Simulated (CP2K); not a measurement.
**A workflow on SiSe (SMILES [Si][Se])**

We compute a series of 8 runs (PBE/TZVP-MOLOPT-PBE-GTH) of SeSi. The setting varied is the cutoff. 

The calculation is run with CP2K 2026.2.

8 further runs of the same task are left out: 8 set aside as unsound or not needed.

## (1) The molecule

SiSe has 2 atoms, charge 0, and is taken as a singlet. As SMILES, `[Si][Se]`. Geometry: a GFN2-xTB relaxation, a rough one for these elements and not checked as a minimum.

Bond lengths: Si1–Se2 2.125 Å.

## (2) Energy and forces at PBE/TZVP-MOLOPT-PBE-GTH (core potential) (run 1)

Input file molecule.xyz:

```xyz
2

Si     0.000000     0.000000     0.000000
Se     0.000000     0.000000     2.124530
```

Input file mol.inp:

```
&GLOBAL
  PROJECT_NAME mol
  RUN_TYPE ENERGY_FORCE
  PRINT_LEVEL MEDIUM
&END GLOBAL

&FORCE_EVAL
  METHOD Quickstep
  &DFT
    BASIS_SET_FILE_NAME BASIS_MOLOPT_UZH
    POTENTIAL_FILE_NAME POTENTIAL_UZH
    CHARGE 0
    MULTIPLICITY 1
    &QS
      METHOD GPW
      EPS_DEFAULT 1.0E-10
    &END QS
    &MGRID
      CUTOFF 350
      REL_CUTOFF 50
      NGRIDS 4
    &END MGRID
    &POISSON
      PERIODIC NONE
      POISSON_SOLVER MULTIPOLE
    &END POISSON
    &SCF
      SCF_GUESS ATOMIC
      EPS_SCF 1.0E-06
      MAX_SCF 100
      ADDED_MOS 3
      &DIAGONALIZATION
        ALGORITHM STANDARD
      &END DIAGONALIZATION
      &MIXING
        METHOD PULAY_MIXING
        ALPHA 0.4
        NBUFFER 8
      &END MIXING
    &END SCF
    &XC
      &XC_FUNCTIONAL
        &GGA_X_PBE
        &END GGA_X_PBE
        &GGA_C_PBE
        &END GGA_C_PBE
      &END XC_FUNCTIONAL
    &END XC
    &PRINT
      &MOMENTS
        PERIODIC F
        REFERENCE COM
        MAX_MOMENT 1
      &END MOMENTS
      &MO ON
        ENERGIES T
        OCCUPATION_NUMBERS T
        NDIGITS 6
        &EACH
          QS_SCF 0
        &END EACH
        ADD_LAST NUMERIC
      &END MO
      &HIRSHFELD OFF
      &END HIRSHFELD
    &END PRINT
  &END DFT
  &SUBSYS
    &CELL
      ABC [angstrom] 7 7 9.1
      PERIODIC NONE
    &END CELL
    &TOPOLOGY
      COORD_FILE_NAME molecule.xyz
      COORD_FILE_FORMAT XYZ
      &CENTER_COORDINATES
      &END CENTER_COORDINATES
    &END TOPOLOGY
    &KIND Si
      BASIS_SET TZVP-MOLOPT-PBE-GTH-q4
      POTENTIAL GTH-PBE-q4
    &END KIND
    &KIND Se
      BASIS_SET TZVP-MOLOPT-PBE-GTH-q6
      POTENTIAL GTH-PBE-q6
    &END KIND
  &END SUBSYS
  &PRINT
    &FORCES ON
    &END FORCES
  &END PRINT
&END FORCE_EVAL
```

On the command line:

```sh
OMP_NUM_THREADS=2 cp2k.psmp -i mol.inp -o mol.out
```

Output:

```text
CP2K| version string:                                       CP2K version 2026.2
[...]
 GLOBAL| Method name                                                        CP2K
[...]
 GLOBAL| Run type                                                   ENERGY_FORCE
[...]
 DFT| Spin restricted Kohn-Sham (RKS) calculation                            RKS
 DFT| Multiplicity                                                             1
[...]
 DFT| Charge                                                                   0
[...]
 FUNCTIONAL| GGA_X_PBE:
[...]
 FUNCTIONAL| GGA_C_PBE:
[...]
 QS| Method:                                                                 GPW
[...]
 QS| Density cutoff [a.u.]:                                                175.0
[...]
 QS| Relative density cutoff [a.u.]:                                        25.0
[...]
                             - Atoms:                                          2
[...]
                             - Spherical basis functions:                     34
[...]
 Number of electrons:                                                         10
[...]
     1 NoMix/Diag. 0.40E+00    0.3     0.55850229       -13.2096322740 -1.32E+01
[...]
    13 Pulay/Diag. 0.40E+00    0.4     0.00000033       -13.3115920181 -3.23E-06
  *** SCF run converged in    13 steps ***
[...]
  Overlap energy of the core charge distribution:               0.00000001530344
  Self energy of the core charge distribution:                -30.15380963008206
  Core Hamiltonian energy:                                      6.41779407846817
  Hartree energy:                                              13.52863740317260
  Exchange-correlation energy:                                 -3.10421388491754
  Total energy:                                               -13.31159201805538
[...]
 ENERGY| Total FORCE_EVAL ( QS ) energy [hartree]            -13.311593214831943
[...]
```

Run time: 6.6 s. Hardware: 2 threads of Intel Xeon at 2.80GHz (Skylake/Cascade Lake), shared host; peak memory 0.63 GiB.

## (3) The distorted shape: energy and gradient at PBE/TZVP-MOLOPT-PBE-GTH (core potential) (run 2)

Input file molecule.xyz:

```xyz
2

Si     0.000000     0.000000    -0.212470
Se     0.000000     0.000000     2.124530
```

Input file calc.inp:

```
&GLOBAL
    PROJECT calc
    RUN_TYPE ENERGY_FORCE
    PRINT_LEVEL MEDIUM
&END
&FORCE_EVAL
    METHOD Quickstep
    &DFT
        BASIS_SET_FILE_NAME BASIS_MOLOPT_UZH
        POTENTIAL_FILE_NAME POTENTIAL_UZH
        CHARGE 0
        MULTIPLICITY 1
        &QS
            METHOD GPW
            EPS_DEFAULT 1.0E-10
        &END
        &MGRID
            CUTOFF 350
            REL_CUTOFF 50
            NGRIDS 4
        &END
        # no periodic images
        &POISSON
            PERIODIC NONE
            POISSON_SOLVER MULTIPOLE
        &END
        &SCF
            SCF_GUESS ATOMIC
            EPS_SCF 1.0E-06
            MAX_SCF 100
            ADDED_MOS 3
            &DIAGONALIZATION
                ALGORITHM STANDARD
            &END
            &MIXING
                METHOD PULAY_MIXING
                ALPHA 0.4
                NBUFFER 8
            &END
        &END
        &XC
            &XC_FUNCTIONAL
                &GGA_X_PBE
                &END
                &GGA_C_PBE
                &END
            &END
        &END
        # extra output
        &PRINT
            &MOMENTS
                PERIODIC F
                REFERENCE COM
                MAX_MOMENT 1
            &END
            &MO ON
                ENERGIES T
                OCCUPATION_NUMBERS T
                NDIGITS 6
                &EACH
                    QS_SCF 0
                &END
                ADD_LAST NUMERIC
            &END
            &HIRSHFELD OFF
            &END
        &END
    &END
    &SUBSYS
        &CELL
            ABC [angstrom] 7 7 9.3
            PERIODIC NONE
        &END
        &TOPOLOGY
            COORD_FILE_NAME molecule.xyz
            COORD_FILE_FORMAT XYZ
            &CENTER_COORDINATES
            &END
        &END
        &KIND Si
            BASIS_SET TZVP-MOLOPT-PBE-GTH-q4
            POTENTIAL GTH-PBE-q4
        &END
        &KIND Se
            BASIS_SET TZVP-MOLOPT-PBE-GTH-q6
            POTENTIAL GTH-PBE-q6
        &END
    &END
    &PRINT
        &FORCES ON
        &END
    &END
&END
```

On the command line:

```sh
OMP_NUM_THREADS=2 cp2k.psmp -i calc.inp -o calc.out
```

Output:

```text
CP2K| version string:                                       CP2K version 2026.2
[...]
 GLOBAL| Method name                                                        CP2K
[...]
 GLOBAL| Run type                                                   ENERGY_FORCE
[...]
 DFT| Spin restricted Kohn-Sham (RKS) calculation                            RKS
 DFT| Multiplicity                                                             1
[...]
 DFT| Charge                                                                   0
[...]
 FUNCTIONAL| GGA_X_PBE:
[...]
 FUNCTIONAL| GGA_C_PBE:
[...]
 QS| Method:                                                                 GPW
[...]
 QS| Density cutoff [a.u.]:                                                175.0
[...]
 QS| Relative density cutoff [a.u.]:                                        25.0
[...]
                             - Atoms:                                          2
[...]
                             - Spherical basis functions:                     34
[...]
 Number of electrons:                                                         10
[...]
     1 NoMix/Diag. 0.40E+00    0.4     0.54137339       -13.1688970609 -1.32E+01
[...]
    14 Pulay/Diag. 0.40E+00    0.4     0.00000016       -13.2926558103  9.01E-08
  *** SCF run converged in    14 steps ***
[...]
  Overlap energy of the core charge distribution:               0.00000000030567
  Self energy of the core charge distribution:                -30.15380963008206
  Core Hamiltonian energy:                                      6.28315291711889
  Hartree energy:                                              13.62827667075062
  Exchange-correlation energy:                                 -3.05027576835184
  Total energy:                                               -13.29265581025872
[...]
 ENERGY| Total FORCE_EVAL ( QS ) energy [hartree]            -13.292656267076122
[...]
```

Run time: 8.4 s. Hardware: 2 threads of Intel Xeon at 2.80GHz (Skylake/Cascade Lake), shared host; peak memory 0.64 GiB.

Runs 3 to 7 aren't shown in full; the table further down has their settings and results.

## (4) The distorted shape: energy and gradient at PBE/TZVP-MOLOPT-PBE-GTH (core potential) (run 8)

molecule.xyz is that of step 3.

Input file job.inp:

```
&GLOBAL
  PROJECT_NAME job
  RUN_TYPE ENERGY_FORCE
  PRINT_LEVEL MEDIUM
&END GLOBAL

&FORCE_EVAL
  METHOD QUICKSTEP
  &DFT
    BASIS_SET_FILE_NAME BASIS_MOLOPT_UZH
    POTENTIAL_FILE_NAME POTENTIAL_UZH
    &QS
      METHOD GPW
      EPS_DEFAULT 1.0E-10
    &END QS
    &MGRID
      CUTOFF 800
      REL_CUTOFF 50
      NGRIDS 4
    &END MGRID
    &POISSON
      PERIODIC NONE
      POISSON_SOLVER MULTIPOLE
    &END POISSON
    &SCF
      SCF_GUESS ATOMIC
      EPS_SCF 1.0E-06
      MAX_SCF 100
      ADDED_MOS 3
      &DIAGONALIZATION
        ALGORITHM STANDARD
      &END DIAGONALIZATION
      &MIXING
        METHOD PULAY_MIXING
        ALPHA 0.4
        NBUFFER 8
      &END MIXING
    &END SCF
    &XC
      &XC_FUNCTIONAL
        &GGA_X_PBE
        &END GGA_X_PBE
        &GGA_C_PBE
        &END GGA_C_PBE
      &END XC_FUNCTIONAL
    &END XC
    &PRINT
      &MOMENTS
        PERIODIC F
        REFERENCE COM
        MAX_MOMENT 1
      &END MOMENTS
      &MO ON
        ENERGIES T
        OCCUPATION_NUMBERS T
        NDIGITS 6
        &EACH
          QS_SCF 0
        &END EACH
        ADD_LAST NUMERIC
      &END MO
      &HIRSHFELD OFF
      &END HIRSHFELD
    &END PRINT
  &END DFT
  &SUBSYS
    &CELL
      ABC 7 7 9.3
      PERIODIC NONE
    &END CELL
    &TOPOLOGY
      COORD_FILE_NAME molecule.xyz
      COORD_FILE_FORMAT XYZ
      &CENTER_COORDINATES
      &END CENTER_COORDINATES
    &END TOPOLOGY
    &KIND Si
      BASIS_SET TZVP-MOLOPT-PBE-GTH-q4
      POTENTIAL GTH-PBE-q4
    &END KIND
    &KIND Se
      BASIS_SET TZVP-MOLOPT-PBE-GTH-q6
      POTENTIAL GTH-PBE-q6
    &END KIND
  &END SUBSYS
  &PRINT
    &FORCES ON
    &END FORCES
  &END PRINT
&END FORCE_EVAL
```

On the command line:

```sh
OMP_NUM_THREADS=2 cp2k.psmp job.inp > job.out
```

Output:

```text
CP2K| version string:                                       CP2K version 2026.2
[...]
 GLOBAL| Method name                                                        CP2K
[...]
 GLOBAL| Run type                                                   ENERGY_FORCE
[...]
 DFT| Spin restricted Kohn-Sham (RKS) calculation                            RKS
 DFT| Multiplicity                                                             1
[...]
 DFT| Charge                                                                   0
[...]
 FUNCTIONAL| GGA_X_PBE:
[...]
 FUNCTIONAL| GGA_C_PBE:
[...]
 QS| Method:                                                                 GPW
[...]
 QS| Density cutoff [a.u.]:                                                400.0
[...]
 QS| Relative density cutoff [a.u.]:                                        25.0
[...]
                             - Atoms:                                          2
[...]
                             - Spherical basis functions:                     34
[...]
 Number of electrons:                                                         10
[...]
     1 NoMix/Diag. 0.40E+00    1.4     0.54137378       -13.1688954427 -1.32E+01
[...]
    14 Pulay/Diag. 0.40E+00    1.8     0.00000016       -13.2926542338  8.87E-08
  *** SCF run converged in    14 steps ***
[...]
  Overlap energy of the core charge distribution:               0.00000000030567
  Self energy of the core charge distribution:                -30.15380963008206
  Core Hamiltonian energy:                                      6.28314907319213
  Hartree energy:                                              13.62827884861828
  Exchange-correlation energy:                                 -3.05027252582381
  Total energy:                                               -13.29265423378979
[...]
 ENERGY| Total FORCE_EVAL ( QS ) energy [hartree]            -13.292654690742634
[...]
```

Wall time 29 s (2 threads of Intel Xeon at 2.80GHz (Skylake/Cascade Lake), shared host); peak memory 1.7 GiB.

## (5) All runs side by side

```tsv
run	cutoff	cell	partner	energy (Eh)	dipole moment (D)	HOMO energy (eV)	LUMO energy (eV)	wall time
1	350	(7, 7, 9.1)	base	-13.311593	1.25	-6.49	-3.10	6.6 s
2	350	(7, 7, 9.3)	Si1–Se2 2.34 Å	-13.292656	1.96	-6.10	-3.53	8.4 s
3	450	(7, 7, 9.1)	base	-13.311592	1.25	-6.49	-3.10	10 s
4	450	(7, 7, 9.3)	Si1–Se2 2.34 Å	-13.292655	1.96	-6.10	-3.53	10 s
5	600	(7, 7, 9.1)	base	-13.311592	1.25	-6.49	-3.10	20 s
6	600	(7, 7, 9.3)	Si1–Se2 2.34 Å	-13.292655	1.96	-6.10	-3.53	23 s
7	800	(7, 7, 9.1)	base	-13.311592	1.25	-6.49	-3.10	27 s
8	800	(7, 7, 9.3)	Si1–Se2 2.34 Å	-13.292655	1.96	-6.10	-3.53	29 s
```

Convergence of the total energy of singlet SiSe with the cutoff, against the last point:

```tsv
cutoff	from the last (mEh)	wall time
350 Ry	-0.001	6.6 s
450 Ry	+0.000	10 s
600 Ry	+0.000	20 s
800 Ry	+0.000	27 s
```

Convergence of the dipole moment of singlet SiSe with the cutoff, against the last point:

```tsv
cutoff	from the last (D)	wall time
350 Ry	-0.0000	6.6 s
450 Ry	-0.0000	10 s
600 Ry	+0.0000	20 s
800 Ry	+0.0000	27 s
```

## (6) What came out

| quantity | value |
| --- | --- |
| distorted shape, run 8: total energy | -13.29265 Eh |
| distorted shape, run 8: dipole moment | 1.96 D |
| distorted shape, run 8: HOMO energy | -6.10 eV |
| distorted shape, run 8: LUMO energy | -3.53 eV |
| distorted shape, run 8: HOMO–LUMO gap | 2.57 eV |
| distorted shape, run 8: largest force on an atom | 3.542 eV/Å |
| energy change with the Si1–Se2 bond stretched from 2.125 to 2.337 Å (run 1, cutoff 350) | 0.515 eV |
| energy change with the Si1–Se2 bond stretched from 2.125 to 2.337 Å (run 3, cutoff 450) | 0.515 eV |
| energy change with the Si1–Se2 bond stretched from 2.125 to 2.337 Å (run 5, cutoff 600) | 0.515 eV |
| energy change with the Si1–Se2 bond stretched from 2.125 to 2.337 Å (run 7, cutoff 800) | 0.515 eV |

**Reading.** With the Si1–Se2 bond stretched from 2.125 to 2.337 Å the energy rises by 0.52 eV (49.7 kJ/mol). The first shape isn't relaxed at this level, so the change isn't measured from a minimum. All runs together took 2.2 min, the longest 29 s.
